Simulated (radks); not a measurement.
# Valence configurations of Sr⁺

An exercise on one series of results from a longer session: the logs are not shown, and one member is left open.

Program: radks (a radial shooting solver on a logarithmic mesh, Libxc functionals) version 1. Level of theory: scalar-relativistic Kohn-Sham, r2SCAN, spin-polarised, spherical densities, finite nucleus; open shells are filled with parallel spins first. These are calculated values, not measurements, unless marked.

**Starting point**

| Property | Result |
| --- | --- |
| element | strontium (Z = 38) |
| charge | +1 |
| electrons | 37 |
| configuration | [Kr] 5s1 |
| nuclear rms radius | 4.224 fm |
| others tried | 4d1; 5p1; 5s0.5 5p0.5 |

Outer shells as boxes (Hund's rule):

Sr⁺
```
[Kr] core
5s [↑ ]
```

The first run:

The run's settings:

```text
Z 38
configuration [Kr] 5s1
relativity scalar-relativistic
functional r2scan,r2scan
spin polarised
nucleus finite rms 4.224 fm
c 137.035999084
```

Among the steps run: [Kr] 5s1.

One table of the session follows, with a row left open; its other results are not shown here.

It belongs to the step «[Kr] 5s1». Sizes of the orbitals, from the radial functions (bohr):

```
  level     <r>  outermost maximum (interpolated)  90 % within  nodes
3p down  0.4977                             0.430        0.755      1
  3d up  0.4983                             0.378        0.807      0
3d down  0.4982                             0.378        0.806      0
  4s up   1.359                              1.19         1.99      3
4s down   1.361                              1.19         2.00      3
  4p up       ?                                 ?            ?      ?
4p down   1.555                              1.33         2.32      2
  5s up   3.914                              3.46         5.65      4
```

**Question.** Estimate the row for 4p up.

As computed: <r>: 1.563; outermost maximum (interpolated): 1.32; 90 % within: 2.34; nodes: 2. In the column «<r>» it lies between 4p down (1.555) and 5s up (3.914).
